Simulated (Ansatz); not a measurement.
Ta3AsAu2O13:

```
CELL_PARAMETERS angstrom
5.88672 -0.00071 0.00161
2.20057 5.91386 -0.00164
1.84923 1.74129 7.56108
ATOMIC_POSITIONS crystal
Ta 0.39605 0.05000 0.58683
Ta 0.95891 0.61806 0.76348
Ta 0.06984 0.27356 0.18903
As 0.07072 0.88917 0.02743
Au 0.21939 0.67567 0.38144
Au 0.68925 0.45927 0.56874
O 0.16689 0.59518 0.16534
O 0.86104 0.11514 0.11677
O 0.26950 0.96377 0.83676
O 0.87527 0.82792 0.92000
O 0.70329 0.78261 0.54686
O 0.17528 0.40817 0.59350
O 0.27798 0.92640 0.17203
O 0.64612 0.14878 0.61595
O 0.14281 0.39538 0.93941
O 0.30048 0.17203 0.35732
O 0.19051 0.80386 0.59347
O 0.70787 0.47140 0.81379
O 0.77878 0.42364 0.31185
```

The cell was built by a generator and needn't be a form met in nature.

```yaml
Program: Ansatz 0.2.0
Task: relaxation of cell and atoms
Functional: PBEsol
Potentials_or_basis: Ansatz PAW
Cutoff: "420 eV (not typed: the program's choice for these potentials)"
k_mesh: 4 × 4 × 3
Occupations: fermi-dirac, width 0.05 eV
Spin: no spin polarisation
```

At the start: volume 13.85 Å³/atom.

Q: How do energy, volume and symmetry change on relaxing?

A: It ends after 16 steps and the volume is 13.14 Å³/atom (-5.2 %); space group P1 (No. 1, to 0.05 Å).

Step by step:
```tsv
step	energy change (eV)	largest force (eV/Å)	volume (Å³)
1	0.0000	0.4256	263.24
2	-0.1807	0.4278	250.66
3	-0.1914	0.1714	253.27
4	-0.1954	0.1283	253.10
5	-0.2011	0.0638	252.49
6	-0.2085	0.0339	251.33
7	-0.2085	0.0543	251.35
8	-0.2085	0.0110	251.38
9	-0.1701	0.0108	251.38
10	-0.1789	0.0397	249.50
11	-0.1776	0.0171	249.98
12	-0.1777	0.0069	249.97
13	-0.1716	0.0069	249.97
14	-0.1728	0.0111	249.70
15	-0.1730	0.0036	249.67
16	-0.1717	0.0036	249.67
```

Final structure:
```xyz
19
Lattice="5.7629 0.0383 0.0337 2.1934 5.8029 0.0213 1.8631 1.7305 7.4981" Properties=species:S:1:pos:R:3 pbc="T T T"
Ta    3.4729    1.3234    4.4026
Ta    8.2797    5.0003    5.7559
Ta    1.3515    1.9379    1.4121
As    2.3813    5.2337    0.2376
Au    3.4806    4.5887    2.8715
Au    6.0533    3.6213    4.3198
O     2.5674    3.7529    1.2705
O     5.3961    0.9448    0.9316
O     5.2039    7.0564    6.2990
O     8.5256    6.4600    6.9818
O     6.8038    5.4651    4.1282
O     3.0504    3.3962    4.4618
O     3.9612    5.6889    1.2956
O     5.2589    1.8570    4.6599
O     3.4502    3.9425    7.0383
O     2.7944    1.6308    2.6657
O     4.0063    5.7032    4.4571
O     6.6295    4.1393    6.1481
O     5.9508    3.0517    2.3938
```

Caveat: the plane-wave basis is chosen anew once the cell has moved, so the energies of steps on either side of that aren't comparable; the pressure holds a Pulay correction of +0.7 GPa for the finite cutoff; the PAW data sets come from PBE, with cores solved anew for the run's functional, which leaves a small shift of forces and pressure.
